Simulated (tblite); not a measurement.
# Cl2GeH3O2Si: the cost of one run

Programs: tblite 0.8.0 and PySCF 2.14.0. All values are calculated, for the isolated system unless a continuum is named. Atoms count from 0, parts from 1.

## 1. Starting point

9 atoms, charge 0, multiplicity 2; geometry: distance geometry start.

## 2. Geometry optimisation with GFN2-xTB

What the job is given:

```
{"job": {"kind": "relax", "xc": "GFN2-xTB", "basis": "xTB"}, "charge": 0, "multiplicity": 2}
Si     1.411222     0.082083    -0.055238
O      0.041058    -0.001295    -1.031914
Ge    -1.518187    -0.015671    -0.137418
Cl     1.181991    -0.854097     1.818751
Cl     2.913120    -0.989646    -1.062979
O      1.890351     1.716936     0.145432
H     -1.539121    -1.226743     0.804049
H     -1.686772     1.314303     0.670108
H     -2.727494    -0.064787    -1.132972
```

Method: GFN2-xTB geometry optimisation, gas phase.

The run is started by

```sh
> OMP_NUM_THREADS=1 python cluster_run.py task.json out
```

The driver reads the jobs from task.json and runs them one after another.

**Question.** How long does this first job take on 1 thread of Intel Xeon Platinum 8375C at 2.90GHz, shared host?

About 5.5 s.
